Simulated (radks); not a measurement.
# The Coulomb parameter U of the 4f shell of Er

Aim: U as the second difference [E(n + 0.25) + E(n − 0.25) − 2E(n)]/0.25², with all orbitals relaxed. Bare: the atom's charge changes with n. Screened: the 5d shell takes up the change. The start is a model configuration, not necessarily the ground state.

Program: radks (a radial shooting solver on a logarithmic mesh, Libxc functionals) version 1. Level of theory: scalar-relativistic Kohn-Sham, r2SCAN, spin-unpolarised, spherical densities, finite nucleus. These are calculated values, not measurements, unless marked.

## Step 1: The atom as given

* element: erbium (Z = 68)
* charge: 0
* electrons: 68
* configuration: [Xe] 4f10 5d2 6s2
* nuclear rms radius: 5.2516 fm

Outer shells as boxes (Hund's rule):

Er
```
[Xe] core
4f [↑↓][↑↓][↑↓][↑ ][↑ ][↑ ][↑ ]
5d [↑ ][↑ ][  ][  ][  ]
6s [↑↓]
```

## Step 2: Start: [Xe] 4f10 5d2 6s2

Input:

```text
Z 68
configuration [Xe] 4f10 5d2 6s2
relativity scalar-relativistic
functional r2scan,r2scan
spin unpolarised
nucleus finite rms 5.2516 fm
c 137.035999084
```

On the command line:

```sh
> python run_ks.py task.json out
```

All runs below come from this command, one after another.

## Step 3: Bare +0.25: [Xe] 4f10.25 5d2 6s2

Input: that of step 2 with these lines changed.

```diff
@@ -1,3 +1,3 @@
 Z 68
-configuration [Xe] 4f10 5d2 6s2
+configuration [Xe] 4f10.25 5d2 6s2
 relativity scalar-relativistic
```

## Step 4: Bare -0.25: [Xe] 4f9.75 5d2 6s2

Input: that of step 3 with these lines changed.

```diff
@@ -1,3 +1,3 @@
 Z 68
-configuration [Xe] 4f10.25 5d2 6s2
+configuration [Xe] 4f9.75 5d2 6s2
 relativity scalar-relativistic
```

## Step 5: Screened +0.25: [Xe] 4f10.25 5d1.75 6s2

Input: that of step 4 with these lines changed.

```diff
@@ -1,3 +1,3 @@
 Z 68
-configuration [Xe] 4f9.75 5d2 6s2
+configuration [Xe] 4f10.25 5d1.75 6s2
 relativity scalar-relativistic
```

## Step 6: Screened -0.25: [Xe] 4f9.75 5d2.25 6s2

Input:

```text
Z 68
configuration [Xe] 4f9.75 5d2.25 6s2
relativity scalar-relativistic
functional r2scan,r2scan
spin unpolarised
nucleus finite rms 5.2516 fm
c 137.035999084
```

Before running it: what results should come out?

As calculated:

| quantity | value (eV) |
| --- | --- |
| U, bare | 15.235 |
| U, screened by 5d | 6.180 |
| F0(4f,4f), frozen orbitals | 34.345 |

Relaxing the orbitals brings U down to 44 % of the Slater integral F0. Letting 5d compensate leaves 41 % of the bare value; this second difference measures U(4f,4f) + U(5d,5d) − 2U(4f,5d). The step up makes a negative ion, whose loosely bound charge lowers the bare value. A solid screens further than the bare atom, so the bare value is an upper guide for the U of a crystal.
